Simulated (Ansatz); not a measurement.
# CH₂BClO: taking an electron away

An exercise on one series of results from a longer session: the logs are not shown, and one member is left open.

Computed with Ansatz 0.2.0, Gaussian basis. Level: unrestricted cation, the program's frozen cores in correlated methods.

Plan: UKS PBE-D4/def2-TZVPP; UKS r2SCAN-D4/def2-TZVPP; UKS PBE0-D4/def2-TZVPP; UKS B3LYP-D4/def2-TZVPP; UKS wB97X-V/def2-TZVPP; UKS wB97M-V/def2-TZVPP; UKS B2PLYP/def2-TZVPP; UHF-CCSD(T)/def2-TZVPP; UHF-MP2/def2-QZVPP; extrapolation to the limit; then −ε(HOMO) from the neutral's earlier runs with LDA (SPW92), PBE-D4, revPBE-D4, BLYP-D4, r2SCAN-D4, B97M-V, PBE0-D4, B3LYP-D4, r2SCANh-D4, r2SCAN0-D4, HSE06-D4, BHLYP-D4, CAM-B3LYP-D4, LC-ωPBE, ωB97X-V, ωB97M-V.

## The relaxed structure

An earlier PBE0-D4 in a triple-zeta def2 set relaxation fixed the geometry.

SMILES `O=CBCl`, 6 atoms, charge 0, spin multiplicity 1.

Atoms are counted from 1 here; the program's logs count them from 0.

Bond lengths: O1–C2 1.210 Å, C2–B3 1.583 Å, C2–H5 1.114 Å, B3–Cl4 1.733 Å, B3–H6 1.189 Å. Angles: O1–C2–B3 117.4°, O1–C2–H5 120.1°, B3–C2–H5 122.4°, C2–B3–Cl4 117.8°, C2–B3–H6 122.5°, Cl4–B3–H6 119.6°.

The first run:

in.yaml

```yaml
crystal:
  periodic: [false, false, false]
  atoms:
    - {symbol: O, position_ang: [0.692693, 1.603462, 0.215451]}
    - {symbol: C, position_ang: [-0.023506, 0.779707, -0.306548]}
    - {symbol: B, position_ang: [-0.097489, -0.651571, 0.364969]}
    - {symbol: Cl, position_ang: [0.517046, -1.998444, -0.535892]}
    - {symbol: H, position_ang: [-0.551848, 1.020449, -1.257255]}
    - {symbol: H, position_ang: [-0.494796, -0.817603, 1.473175]}
basis:
  gaussian: {orbitals: def2-TZVPP}
total_charge: 1
magnetization: {spin_polarized: true, initial_magnetization: 1}
hamiltonian: {xc: pbe, dispersion: d4}
```

Command:

```bash
$ ansatz run in.yaml --threads 2 --pin off --events-out ev --progress --plain --max-ram 4352MiB
```

Among the steps run: Cation, UKS PBE-D4/def2-TZVPP; Cation, UKS r2SCAN-D4/def2-TZVPP; Cation, UKS PBE0-D4/def2-TZVPP; Cation, UKS B3LYP-D4/def2-TZVPP; Cation, UKS wB97X-V/def2-TZVPP; Cation, UKS wB97M-V/def2-TZVPP; Cation, UKS B2PLYP (frozen core)/def2-TZVPP; Cation, UHF-CCSD(T)/def2-TZVPP; Cation, UHF-MP2/def2-QZVPP.

One of the session's tables, all rows but one given; the rest of the session is left out.

It belongs to the step «Ionisation energies side by side». For comparison, −ε(HOMO) of the neutral from earlier runs:

```
  functional  −ε(HOMO) (eV)
 LDA (SPW92)           6.04
      PBE-D4           5.92
   revPBE-D4           5.87
     BLYP-D4           5.85
   r2SCAN-D4           6.21
      B97M-V           6.36
     PBE0-D4           7.46
    B3LYP-D4           7.24
  r2SCANh-D4           6.79
  r2SCAN0-D4           7.67
    HSE06-D4           7.05
    BHLYP-D4           8.99
CAM-B3LYP-D4              ?
     LC-ωPBE          10.21
     ωB97X-V           9.90
     ωB97M-V           9.81
```

**Question.** Estimate the row for CAM-B3LYP-D4.

The run gave: −ε(HOMO) (eV): 8.92. In the column «−ε(HOMO) (eV)» it lies between r2SCAN0-D4 (7.67) and BHLYP-D4 (8.99).
